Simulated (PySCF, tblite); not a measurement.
**C5H14OP2Si: infrared bands and NMR shifts**

Wanted: the infrared bands and NMR shifts of C5H14OP2Si (`CC(=O)P([SiH3])CP(C)C`), by calculation.

Computed with tblite 0.8.0 and PySCF 2.14.0, with density-fitted response routines of our own, on a single molecule in the gas phase. Atoms count from 0, in the outputs and in this text.

### Step 1. The molecule as given

23 atoms, charge 0, multiplicity 1; geometry from: GFN2-xTB.

Bonds of the start (Å): C0–C1 1.50, C1–O2 1.21, C1–P3 1.84, P3–Si4 2.25, P3–C5 1.85, C5–P6 1.85, P6–C7 1.85, P6–C8 1.85, C0–H9 1.09, C0–H10 1.09, C0–H11 1.09, Si4–H12 1.46, Si4–H13 1.46, Si4–H14 1.47, C5–H15 1.10, C5–H16 1.10, C7–H17 1.09, C7–H18 1.09, C7–H19 1.09, C8–H20 1.09, C8–H21 1.09, C8–H22 1.09.

### Step 2. Harmonic vibrations with GFN2-xTB

What the job is given:

```
{"job": {"kind": "ir", "xc": "GFN2-xTB", "basis": "xTB"}, "charge": 0, "multiplicity": 1}
C      3.507020     1.397403     0.166912
C      2.211018     0.936682     0.776243
O      2.085805     0.657240     1.945888
P      0.791076     0.898832    -0.386821
Si     1.379033    -1.047667    -1.349865
C     -0.514838     0.267123     0.763583
P     -1.594140    -0.977235    -0.083206
C     -2.483905     0.168777    -1.224360
C     -2.888851    -1.130189     1.229337
H      3.401269     1.543927    -0.906341
H      3.795128     2.338284     0.635031
H      4.290140     0.670278     0.374335
H      1.408393    -2.176002    -0.421417
H      0.428282    -1.252078    -2.440543
H      2.717400    -0.816295    -1.903824
H     -0.012665    -0.203695     1.616857
H     -1.116274     1.106602     1.131916
H     -3.289712    -0.372933    -1.717391
H     -1.786119     0.524165    -1.982068
H     -2.894057     1.020812    -0.682160
H     -3.717311    -1.718050     0.837183
H     -3.253598    -0.152963     1.545794
H     -2.467849    -1.656033     2.084996
```

**Question.** This job is followed by: GIAO PBE0/pcSseg-1 NMR shielding, non-relativistic, gas phase. Predict these results of the whole session: strongest single infrared mode (GFN2-xTB); zero-point energy (GFN2-xTB); 13C shifts against TMS (PBE0/pcSseg-1, means over atoms taken as alike); 1H shifts against TMS (PBE0/pcSseg-1, means over atoms taken as alike); 17O shifts against H2O (PBE0/pcSseg-1); 31P shifts against H3PO4 (PBE0/pcSseg-1); 29Si shifts against TMS (PBE0/pcSseg-1).

**Answer**, as computed:

| quantity | value |
| --- | --- |
| strongest single infrared mode (GFN2-xTB) | 1706 cm⁻¹, 356 km/mol |
| zero-point energy (GFN2-xTB) | 108.0 kcal/mol |
| 13C shifts against TMS (PBE0/pcSseg-1, means over atoms taken as alike) | 227.2, 34.1, 26.2, 19.8 ppm |
| 1H shifts against TMS (PBE0/pcSseg-1, means over atoms taken as alike) | 4.21, 2.39, 1.90, 1.10 ppm |
| 17O shifts against H2O (PBE0/pcSseg-1) | 730.4 ppm |
| 31P shifts against H3PO4 (PBE0/pcSseg-1) | -72.5, -82.0 ppm |
| 29Si shifts against TMS (PBE0/pcSseg-1) | -77.4 ppm |

In words: No mode is imaginary among the 63: a minimum at this level. The strongest single mode, at 1706 cm⁻¹, moves mainly C1 and O2. GFN2-xTB is a fitted tight-binding method: band positions and strengths are rough. Its intensities can rank the bands wrongly. At PBE0/pcSseg-1: The widest tensor belongs to O2: span 1501 ppm, with a paramagnetic part of -799 ppm.
